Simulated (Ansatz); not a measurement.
# W3O4: the cost of one run

Program: Ansatz 0.2.0. Level of theory: DFT PBE, scalar-relativistic, plane waves, PAW. These are calculated values, not measurements.

1 further run of the same task is left out (set aside as unsound or not needed).

### 1 The structure to begin with

Symmetry: Pm-3m, No. 221, cubic system. Conventional cell: a = 4.149 Å, b = 4.149 Å, c = 4.149 Å, α = 90.00°, β = 90.00°, γ = 90.00°. Around W (site symmetry 4/mmm) lie 6 O at 2.07 Å. Around O (site symmetry m-3m) lie 6 W at 2.07 Å. O (site symmetry 4/mmm) has 4 W at 2.07 Å as nearest neighbours.

Structure file:

```
CELL_PARAMETERS angstrom
4.14915 0.00000 0.00000
0.00000 4.14915 0.00000
0.00000 0.00000 4.14915
ATOMIC_POSITIONS crystal
W 0.50000 0.50000 0.00000
W 0.00000 0.50000 0.50000
W 0.50000 0.00000 0.50000
O 0.50000 0.50000 0.50000
O 0.50000 0.00000 0.00000
O 0.00000 0.50000 0.00000
O 0.00000 0.00000 0.50000
```

The cell is invented: species swapped into a database cell of W3N4 (Pm-3m, No. 221), with O on the N sites. Lengths come from tabulated atomic sizes and are only a guess.

### 2 A first look at the guess

Input file input.yaml:

```yaml
crystal:
  lattice:
    - [4.14915434, 0.0, 0.0]
    - [0.0, 4.14915434, 0.0]
    - [0.0, 0.0, 4.14915434]
  atoms:
    - { symbol: W, position: [0.5, 0.5, 0.0] }
    - { symbol: W, position: [0.0, 0.5, 0.5] }
    - { symbol: W, position: [0.5, 0.0, 0.5] }
    - { symbol: O, position: [0.5, 0.5, 0.5] }
    - { symbol: O, position: [0.5, 0.0, 0.0] }
    - { symbol: O, position: [0.0, 0.5, 0.0] }
    - { symbol: O, position: [0.0, 0.0, 0.5] }
basis:
  ecutwfc: 420
kpoints:
  mp_grid: { grid: [4, 4, 4] }
hamiltonian:
  xc: pbe
scf:
  occupations: { method: gaussian, width: 0.1 }
  lower_state_search: "off"
output:
  forces: true
  stress: true
  eigenvalues: true
```

Launch:

```sh
$ ansatz run input.yaml --threads 1 --pin off --max-ram 2048MiB --backend cpu --events-out ev --progress --plain --runs-dir out
```

Q: Estimate wall time and peak memory on 1 thread of Arm Neoverse V1, shared host.

About 1.9 s, with a peak of 0.31 GiB.
